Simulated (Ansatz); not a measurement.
# CH3BiClFO: the cost of one run

Method: the settings change from run to run; program: Ansatz 0.2.0, Gaussian basis.

### Step 1. The geometry

The geometry comes from an earlier relaxation with PBE0-D4 in a triple-zeta def2 set; it is a stationary point, not always the lowest conformer. Bi takes a core potential in def2 sets; no spin-orbit term is included.

8 atoms, charge 0, spin multiplicity 1.

Atoms are counted from 1 here; the program's logs count them from 0.

Bond lengths: C1–O2 1.415 Å, C1–H6 1.093 Å, C1–H7 1.094 Å, C1–H8 1.095 Å, O2–Bi3 2.023 Å, Bi3–F4 2.008 Å, Bi3–Cl5 2.433 Å. Angles: O2–C1–H6 107.4°, O2–C1–H7 111.7°, O2–C1–H8 111.6°, H6–C1–H7 108.8°, H6–C1–H8 108.6°, H7–C1–H8 108.7°, C1–O2–Bi3 122.6°, O2–Bi3–F4 95.8°, O2–Bi3–Cl5 98.2°, F4–Bi3–Cl5 94.7°.

Coordinates:

```xyz
8

C    -0.5155    0.2175    0.9697
O    -0.9258   -0.6581   -0.0631
Bi    0.1863   -0.9828   -1.7218
F     1.9109   -1.3122   -0.7479
Cl    0.7005    1.3350   -2.2557
H    -1.2818    0.1866    1.7480
H     0.4403   -0.0907    1.4044
H    -0.4228    1.2477    0.6106
```

### Step 2. LC-wPBE/def2-SVPD

Set apart from the defaults: charge -1, multiplicity 2, restricted open-shell orbitals, relativity set to none.

File in.yaml:

```yaml
crystal:
  periodic: [false, false, false]
  atoms:
    - {symbol: C, position_ang: [-0.515473, 0.217499, 0.969654]}
    - {symbol: O, position_ang: [-0.925829, -0.658121, -0.063116]}
    - {symbol: Bi, position_ang: [0.186268, -0.982818, -1.721780]}
    - {symbol: F, position_ang: [1.910942, -1.312193, -0.747890]}
    - {symbol: Cl, position_ang: [0.700519, 1.334987, -2.255693]}
    - {symbol: H, position_ang: [-1.281786, 0.186580, 1.748022]}
    - {symbol: H, position_ang: [0.440253, -0.090688, 1.404420]}
    - {symbol: H, position_ang: [-0.422792, 1.247653, 0.610582]}
basis:
  gaussian: {orbitals: def2-SVPD}
total_charge: -1
magnetization: {spin_polarized: false, initial_magnetization: 1}
hamiltonian: {xc: {name: LC-wPBE}, pseudopotentials: {relativity: none}}
```

On the command line:

```console
$ ansatz run in.yaml --threads 4 --pin off --events-out ev --progress --plain --max-ram 10444MiB
```

**Question.** How long does this run take on 4 threads of AMD EPYC 7B13, shared host, and how much memory does it need?

About 11 s, with a peak of 0.66 GiB.
